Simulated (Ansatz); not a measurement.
**CH₄BrClSi: up Jacob's ladder to CCSD(T)**

One table from this session's results is given with a row withheld; the runs are named, their logs left out.

Computed with Ansatz 0.2.0, Gaussian basis. Level: functionals in def2-TZVPP, the program's frozen cores in correlated methods.

Plan: PBE-D4, r2SCAN-D4, PBE0-D4, B3LYP-D4, ωB97X-V, ωB97M-V, B2PLYP; CCSD(T)/def2-TZVPP; MP2/def2-QZVPP; extrapolation to the limit.

### The geometry

All runs share one geometry, relaxed beforehand with PBE0-D4 in a triple-zeta def2 set.

8 atoms, charge 0, spin multiplicity 1.

Atoms are counted from 1 here; the program's logs count them from 0.

Bond lengths: Cl1–C2 1.780 Å, C2–Si3 1.876 Å, C2–H5 1.090 Å, C2–H6 1.092 Å, Si3–Br4 2.214 Å, Si3–H7 1.484 Å, Si3–H8 1.479 Å. Angles: Cl1–C2–Si3 110.8°, Cl1–C2–H5 108.0°, Cl1–C2–H6 107.9°, Si3–C2–H5 111.5°, Si3–C2–H6 110.1°, H5–C2–H6 108.4°, C2–Si3–Br4 109.7°, C2–Si3–H7 109.0°, C2–Si3–H8 110.2°, Br4–Si3–H7 108.0°, Br4–Si3–H8 108.7°, H7–Si3–H8 111.1°.

Set-up of the first run:

in.yaml

```yaml
crystal:
  periodic: [false, false, false]
  atoms:
    - {symbol: Cl, position_ang: [-1.079088, 1.417798, 1.328323]}
    - {symbol: C, position_ang: [-0.574553, 0.755068, -0.244281]}
    - {symbol: Si, position_ang: [0.676511, -0.624743, -0.016214]}
    - {symbol: Br, position_ang: [-0.278756, -2.337531, 1.010380]}
    - {symbol: H, position_ang: [-1.466303, 0.403657, -0.764355]}
    - {symbol: H, position_ang: [-0.134873, 1.568904, -0.825171]}
    - {symbol: H, position_ang: [1.135969, -1.086537, -1.349386]}
    - {symbol: H, position_ang: [1.813193, -0.153716, 0.804804]}
basis:
  gaussian: {orbitals: def2-TZVPP}
hamiltonian: {xc: pbe, dispersion: d4}
output: {forces: true, orbitals: {seedname: orbitals}}
```

On the command line:

```sh
$ ansatz run in.yaml --threads 4 --pin off --events-out ev --progress --plain --max-ram 10444MiB
```

Among the steps run: PBE-D4 (GGA); r2SCAN-D4 (meta-GGA); PBE0-D4 (hybrid); B3LYP-D4 (hybrid); ωB97X-V (range-separated); ωB97M-V (range-separated); B2PLYP (double hybrid); CCSD(T) in def2-TZVPP; MP2 in def2-QZVPP.

One of the session's tables, all rows but one given; the rest of the session is left out.

It belongs to the step «Atomisation energies». 

```
            method  atomisation energy (kcal/mol)
            PBE-D4                          610.8
         r2SCAN-D4                          607.8
           PBE0-D4                              ?
          B3LYP-D4                          601.0
           ωB97X-V                          608.2
           ωB97M-V                          606.5
            B2PLYP                          594.9
     HF/def2-TZVPP                          450.7
    MP2/def2-TZVPP                          598.1
   CCSD/def2-TZVPP                          580.5
CCSD(T)/def2-TZVPP                          589.3
           MP2/CBS                          616.8
       CCSD(T)/CBS                          608.0
```

Estimate the missing values for PBE0-D4.

As computed: atomisation energy (kcal/mol): 605.6. In the column «atomisation energy (kcal/mol)» it lies between B3LYP-D4 (601.0) and ωB97M-V (606.5).
